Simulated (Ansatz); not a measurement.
**CH7ClO5W: from a rough start to a minimum**

What shape does CH7ClO5W take? The plan is to relax it, check the end point by its vibrations and derive ideal-gas thermochemistry, and look at its orbitals and charge.

Program: Ansatz 0.2.0, Gaussian basis. Level of theory: RKS PBE0-D4/def2-TZVP. These are calculated values, not measurements.

Levels to be run: relaxation at PBE0-D4/def2-TZVP; harmonic vibrations at the same level; a single point in def2-TZVPP for the fields.

## 1. The system as given

SMILES `C[O][W]([OH])([OH])([OH])([OH])[Cl]`, 15 atoms, charge 0, spin multiplicity 1.

Atoms are counted from 1 here; the program's logs count them from 0.

Bond lengths: C1–O2 1.403 Å, C1–H9 1.104 Å, C1–H10 1.098 Å, C1–H11 1.102 Å, O2–W3 1.838 Å, W3–O4 1.853 Å, W3–O5 1.907 Å, W3–O6 1.857 Å, W3–O7 1.863 Å, W3–Cl8 2.355 Å, O4–H12 0.963 Å, O5–H13 0.962 Å, O6–H14 0.962 Å, O7–H15 0.964 Å. Angles: O2–C1–H9 109.3°, O2–C1–H10 110.4°, O2–C1–H11 109.3°, H9–C1–H10 109.3°, H9–C1–H11 109.3°, H10–C1–H11 109.2°, C1–O2–W3 133.4°, O2–W3–O4 90.2°, O2–W3–O5 92.8°, O2–W3–O6 175.6°, O2–W3–O7 88.5°, O2–W3–Cl8 88.6°, O4–W3–O5 92.7°, O4–W3–O6 91.4°, O4–W3–O7 174.1°, O4–W3–Cl8 87.5°, O5–W3–O6 91.3°, O5–W3–O7 93.2° and more.

The start is a GFN2-xTB geometry. W takes the def2 core potential; no spin-orbit term is included.

## 2. Relaxation at PBE0-D4/def2-TZVP

Contents of in.yaml:

```yaml
crystal:
  periodic: [false, false, false]
  atoms:
    - {symbol: C, position_ang: [-0.992660, -2.056570, 0.327190]}
    - {symbol: O, position_ang: [-0.762620, -0.887230, -0.413200]}
    - {symbol: W, position_ang: [0.340240, 0.562700, -0.172350]}
    - {symbol: O, position_ang: [0.793930, 0.522230, -1.968750]}
    - {symbol: O, position_ang: [-1.076780, 1.805340, -0.465680]}
    - {symbol: O, position_ang: [1.540750, 1.943630, 0.147150]}
    - {symbol: O, position_ang: [0.003080, 0.452700, 1.656990]}
    - {symbol: Cl, position_ang: [2.124570, -0.927540, 0.204970]}
    - {symbol: H, position_ang: [-1.162450, -1.791510, 1.385590]}
    - {symbol: H, position_ang: [-1.872510, -2.587700, -0.059410]}
    - {symbol: H, position_ang: [-0.111470, -2.714370, 0.252940]}
    - {symbol: H, position_ang: [1.030210, 0.435270, -2.898390]}
    - {symbol: H, position_ang: [-2.027940, 1.783510, -0.604870]}
    - {symbol: H, position_ang: [1.999070, 2.781260, 0.028920]}
    - {symbol: H, position_ang: [0.174580, 0.678270, 2.578900]}
basis:
  gaussian: {orbitals: def2-TZVP}
hamiltonian: {xc: pbe0, dispersion: d4}
relax: {f_tol: 0.005, max_steps: 150}
```

Run with:

```sh
$ ansatz run in.yaml --threads 2 --pin off --events-out ev --progress --plain --max-ram 32768MiB --backend cuda --devices 0, --max-vram 18GiB
```

After this run come: Vibrations by finite differences; Fields at the relaxed geometry.

**Question.** What will the summary of the whole plan be? Wanted: point group; shift from the start; total energy; dispersion term; dipole moment; lowest, highest wavenumber; zero-point energy; HOMO, LUMO.

As calculated:

| quantity | value |
| --- | --- |
| point group | C1 |
| steps | 18 |
| shift from the start (rms) | 0.385 Å |
| total energy | -25729.8671 eV |
| dispersion term | -385 meV |
| dipole moment | 1.88 D |
| lowest, highest wavenumber | 68, 3893 cm⁻¹ |
| zero-point energy | 62.0 kcal/mol |
| entropy at 298.15 K | 458.5 J/(mol K) |
| HOMO, LUMO | -8.07, -2.63 eV |

The relaxed geometry lies 0.39 Å (rms) from the start; the bond that changed most is W3–Cl8, from 2.355 to 2.426 Å. No mode is imaginary: a true minimum at this level. The stiffest mode, 3893 cm⁻¹, is an O–H stretch, and 6 modes under 200 cm⁻¹ make the vibrational entropy uncertain. Harmonic hybrid wavenumbers usually lie a few per cent above measured fundamentals. The largest Mulliken charge, +1.37 e, sits on W3. The HOMO lies mostly on Cl8 78 %; O4, O7 about 7 % each and the LUMO on W3 58 %; O6 12 %.
